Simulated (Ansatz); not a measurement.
# CH4F2Si: how energies converge with the basis set

The task here is to estimate one member of a computed series from the others.

Method: one geometry, several basis sets; program: Ansatz 0.2.0, Gaussian basis.

Levels to be run: PBE0-D4/def2-SVP; ωB97M-V/def2-SVP; PBE0-D4/def2-QZVPP; ωB97M-V/def2-QZVPP; the functionals' def2-TZVPP values are taken from earlier runs.

### The geometry

An earlier PBE0-D4 in a triple-zeta def2 set relaxation fixed the geometry.

SMILES `C[SiH](F)F`, 8 atoms, charge 0, spin multiplicity 1.

Atoms are counted from 1 here; the program's logs count them from 0.

Bond lengths: C1–Si2 1.840 Å, C1–H5 1.092 Å, C1–H6 1.093 Å, C1–H7 1.093 Å, Si2–F3 1.591 Å, Si2–F4 1.591 Å, Si2–H8 1.477 Å. Angles: Si2–C1–H5 110.7°, Si2–C1–H6 110.6°, Si2–C1–H7 110.6°, H5–C1–H6 108.3°, H5–C1–H7 108.3°, H6–C1–H7 108.2°, C1–Si2–F3 109.8°, C1–Si2–F4 109.8°, C1–Si2–H8 114.8°, F3–Si2–F4 106.8°, F3–Si2–H8 107.6°, F4–Si2–H8 107.6°.

Set-up of the first run:

Input file in.yaml:

```yaml
crystal:
  periodic: [false, false, false]
  atoms:
    - {symbol: C, position_ang: [-0.387127, 0.881707, -0.174696]}
    - {symbol: Si, position_ang: [0.329275, -0.775158, 0.180617]}
    - {symbol: F, position_ang: [1.916347, -0.678265, 0.226665]}
    - {symbol: F, position_ang: [-0.035361, -1.783927, -0.994005]}
    - {symbol: H, position_ang: [-0.013383, 1.269012, -1.125407]}
    - {symbol: H, position_ang: [-0.122707, 1.590998, 0.613284]}
    - {symbol: H, position_ang: [-1.476818, 0.824375, -0.231365]}
    - {symbol: H, position_ang: [-0.118125, -1.385743, 1.449007]}
basis:
  gaussian: {orbitals: def2-SVP}
hamiltonian: {xc: pbe0, dispersion: d4}
output: {orbitals: {seedname: orbitals}}
```

Steps of the session up to this table: PBE0-D4 in def2-SVP; ωB97M-V in def2-SVP; PBE0-D4 in def2-QZVPP; ωB97M-V in def2-QZVPP.

One of the session's tables, all rows but one given; the rest of the session is left out.

It belongs to the step «Density functionals: the series». 

| functional | basis | HOMO (eV) | LUMO (eV) |
| --- | --- | --- | --- |
| PBE0-D4 | def2-SVP | -9.30 | 1.71 |
| PBE0-D4 | def2-TZVPP | -9.37 | 1.05 |
| PBE0-D4 | def2-QZVPP | -9.39 | 0.65 |
| ωB97M-V | def2-SVP | -11.54 | 3.38 |
| ωB97M-V | def2-TZVPP | ? | ? |
| ωB97M-V | def2-QZVPP | -11.66 | 1.72 |

**Question.** Estimate the row for ωB97M-V, def2-TZVPP.

**Answer.** HOMO (eV): -11.64; LUMO (eV): 2.54. In the column «HOMO (eV)» it lies between ωB97M-V, def2-QZVPP (-11.66) and ωB97M-V, def2-SVP (-11.54).
